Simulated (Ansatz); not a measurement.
I need a projected density of states of EuAl3Cu2, space group P6/mmm. Use Ansatz's Python interface. Settings: LDA, PAW, cutoff 517 eV, 5×5×5 k-points, Fermi-Dirac smearing of 0.05 eV, collinear spin.

The script reads `eual3cu2.cif`:
```cif
data_EuAl3Cu2
_cell_length_a 5.419677
_cell_length_b 5.419677
_cell_length_c 4.070091
_cell_angle_alpha 90.00000
_cell_angle_beta 90.00000
_cell_angle_gamma 120.00000
_symmetry_space_group_name_H-M 'P 1'
_symmetry_Int_Tables_number 1
loop_
_symmetry_equiv_pos_as_xyz
'x, y, z'
loop_
_atom_site_label
_atom_site_type_symbol
_atom_site_fract_x
_atom_site_fract_y
_atom_site_fract_z
Eu1 Eu    0.000000    0.000000    0.000000
Al2 Al    0.500000    0.000000    0.500000
Al3 Al    0.000000    0.500000    0.500000
Al4 Al    0.500000    0.500000    0.500000
Cu5 Cu    0.333333    0.666667    0.000000
Cu6 Cu    0.666667    0.333333    0.000000
```

`pdos.py`
```python
"""Projected density of states of EuAl3Cu2."""

import warnings

import ansatz as az
from ase.io import read
import numpy as np

warnings.simplefilter("ignore", az.DeckWarning)

atoms = read("eual3cu2.cif")
eual3cu2 = az.Crystal.from_ase(atoms).moments(Eu=7)

calculation = (
    eual3cu2.calculation()
    .functional(az.Functional.LDA)
    .occupations(az.OccupationsMethod.FERMI_DIRAC, width=0.05)
    .basis(38 * az.Ry)
    .kpoints(5, 5, 5, center="gamma")
    .spin("collinear")
    .scf(extra_bands=18)
    .density_of_states(projected=True, energy_step=0.05)
)
result = calculation.run(threads=1, backend="cpu")
summary = result.report

dos = result.density_of_states()
energy = np.asarray(dos.energies_ev) - dos.fermi_ev
curves = {}
for site in result.projected_density_of_states().sites:
    for shell in site.shells:
        weight = sum(np.sum(curve.g_bin_mean_per_ev, axis=0) for curve in shell.curves)
        name = f"{site.species} {shell.label}"
        curves[name] = curves.get(name, 0) + weight

step = energy[1] - energy[0]
windows = [(-6, -3), (-3, 0), (0, 6)]
print("states by shell in windows of E - E_F (eV):", windows)
for name, g in curves.items():
    print(f"{name:8s}", " ".join(f"{step * g[(energy >= a) & (energy < b)].sum():8.3f}" for a, b in windows))
filled = (energy < 0) & (energy > -6)
for name, g in curves.items():
    if g[filled].sum() * step > 0.5:
        print(f"centre of {name}: {np.average(energy[filled], weights=g[filled]):.2f} eV")
```

Running `python pdos.py` prints:
```text
states by shell in windows of E - E_F (eV): [(-6, -3), (-3, 0), (0, 6)]
Eu 5S       0.029    0.006    0.017
Eu 6S       0.180    0.097    0.599
Eu 5P       0.058    0.048    0.016
Eu 5D       0.542    1.311    5.394
Eu 4F       0.041    6.662    7.151
Al 3S       0.833    0.533    2.350
Al 3P       2.328    3.578    4.210
Cu 3S       0.005    0.001    0.007
Cu 4S       0.417    0.324    1.199
Cu 3P       0.009    0.011    0.005
Cu 3D      16.259    2.975    0.469
centre of Eu 5D: -2.10 eV
centre of Eu 4F: -0.33 eV
centre of Al 3S: -3.42 eV
centre of Al 3P: -2.47 eV
centre of Cu 4S: -3.28 eV
centre of Cu 3D: -3.46 eV
```

What to keep in mind:
- Open f shells: without a Hubbard U, without spin-orbit coupling; the state reached hangs on the start and needn't be the lowest.
- For a metal this k-point mesh is coarse: on a finer one energies can move by several to tens of meV an atom and pressures by half a GPa or more, differences at one mesh by less.
- This cell is a computed structure, which may not be the phase found in nature.
- Curves are summed over the cell's atoms. Only shells that the potentials hold have channels, so projections don't add up to the total, least of all where a shell is missing (p of most metals); heights and places of peaks move with the mesh.
- The computed bands are complete only to about 7.4 eV above the Fermi level; beyond that the density of states is undercounted.
- A band centre counts only the states inside the window taken.
- Run time: 26 s on 1 thread of Arm Neoverse V2, with other jobs on the host, peak memory 0.62 GiB.
